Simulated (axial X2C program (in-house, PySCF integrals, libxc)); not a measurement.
# WO⁺: properties at the nuclei

Aim: properties at the nuclei of WO⁺, with spin–orbit coupling in the Hamiltonian from the start.

Method: two-component X2C with atomic mean-field terms, W dyall-acv3z, O dyall-av3z; program: an in-house X2C program for linear molecules on PySCF integrals.

All values are calculated.

## 1. The job

task.json reads:

```json
{"zs": [74, 8], "q": 1, "bas": ["dyall-acv3z", "dyall-av3z"], "r0": 1.77, "levels": ["PBE0", "HF", "B3LYP"], "nst": 1, "ff": 1, "thr": -3.5, "nmax": 130, "opt": {"ecut": 60}}
```

Keys: zs atomic numbers; q charge; bas basis sets; r0 starting distance in Å; levels methods (HF also brings MP2); nst determinants followed; ff finite-field run; thr threshold in hartree for freezing inner shells (an s shell follows its p shell); nmax most natural virtual spinors; ecut virtual cutoff in hartree.

Command:

```sh
python soeom.py task.json out
```

After this run come: Expectation values, lowest determinant; Finite-field coupled cluster.

Q: Predict the outcome of this session. Wanted: lowest determinant; Eeff magnitude; Ws magnitude W; A∥/gI W; qzz W (for each run or level that gives them).

The runs gave:

```
                       quantity                                                       value
             lowest determinant  Ω = 3/2 (excess of +ω over −ω: ω = 1/2, ω = -3/2, ω = 5/2)
   Eeff magnitude (GV/cm), PBE0                                                        14.1
     Ws magnitude W (kHz), PBE0                                                         8.3
            A∥/gI W (MHz), PBE0                                                        5440
             qzz W (a.u.), PBE0                                                        0.85
Eeff magnitude (GV/cm), CCSD(T)                                                        15.3
  Ws magnitude W (kHz), CCSD(T)                                                        9.21
         A∥/gI W (MHz), CCSD(T)                                                        5230
          qzz W (a.u.), CCSD(T)                                                        0.48
```

In the first state, the effective field runs from 14.1 to 15.4 GV/cm over the mean-field levels. The expectation values come from single determinants, which for open shells can mix terms of unlike spin or miss the lowest Ω, so a determinant need not be a state. Eeff is the effective electric field on the electron dipole moment in this Ω state and Ws the scalar–pseudoscalar constant (defined with the proton number Z and per Ω); A∥ is the parallel hyperfine constant, which follows by multiplying with the nuclear g factor gI = μI/(I μN); qzz is the electric field gradient, eQq0 = 234.96 MHz × Q/barn × qzz. The operators were transformed with the bare-nucleus X2C matrices. Correlation of the inner shells is missing, which matters for properties at the nucleus.
